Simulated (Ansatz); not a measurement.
# TiSi16: the cost of one run

Program: Ansatz 0.2.0. Level of theory: DFT LDA, plane waves, PAW, scalar-relativistic, no spin polarisation. These are calculated values, not measurements.

## (1) The structure to begin with

The cell holds 17 atoms (Si16Ti): a = 7.679 Å, b = 7.679 Å, c = 7.679 Å, α = 60.00°, β = 60.00°, γ = 60.00°.

The coordinates stand in the first input below.

## (2) End point A

The input, input.yaml:

```yaml
crystal:
  lattice:
    - [0.0, 5.43, 5.43]
    - [5.43, 0.0, 5.43]
    - [5.43, 5.43, 0.0]
  atoms:
    - { symbol: Si, position: [0.0, 0.0, 0.0] }
    - { symbol: Si, position: [0.125, 0.125, 0.125] }
    - { symbol: Si, position: [0.0, 0.0, 0.5] }
    - { symbol: Si, position: [0.125, 0.125, 0.625] }
    - { symbol: Si, position: [0.0, 0.5, 0.0] }
    - { symbol: Si, position: [0.125, 0.625, 0.125] }
    - { symbol: Si, position: [0.0, 0.5, 0.5] }
    - { symbol: Si, position: [0.125, 0.625, 0.625] }
    - { symbol: Si, position: [0.5, 0.0, 0.0] }
    - { symbol: Si, position: [0.625, 0.125, 0.125] }
    - { symbol: Si, position: [0.5, 0.0, 0.5] }
    - { symbol: Si, position: [0.625, 0.125, 0.625] }
    - { symbol: Si, position: [0.5, 0.5, 0.0] }
    - { symbol: Si, position: [0.625, 0.625, 0.125] }
    - { symbol: Si, position: [0.5, 0.5, 0.5] }
    - { symbol: Si, position: [0.625, 0.625, 0.625] }
    - { symbol: Ti, position: [0.8864855, 0.8732427, 0.3716626] }
basis:
  ecutwfc: 420.0
kpoints:
  mp_grid: { grid: [2, 2, 2] }
hamiltonian:
  xc: lda
  pseudopotentials: { kind: paw, azcp: { folder: soft_1 } }
scf:
  occupations: { method: fermi_dirac, width: 0.05 }
  lower_state_search: "off"
relax:
  f_tol: 0.03
  max_steps: 60
  adjacent_minimum: "off"
```

Command:

```console
> ansatz run input.yaml --threads 1 --pin off --max-ram 3072MiB --backend cpu --events-out ev --progress --plain --runs-dir out
```

What time and memory should one allow on 1 thread of Arm Neoverse V2, shared host?

About 28 s, with a peak of 0.5 GiB.
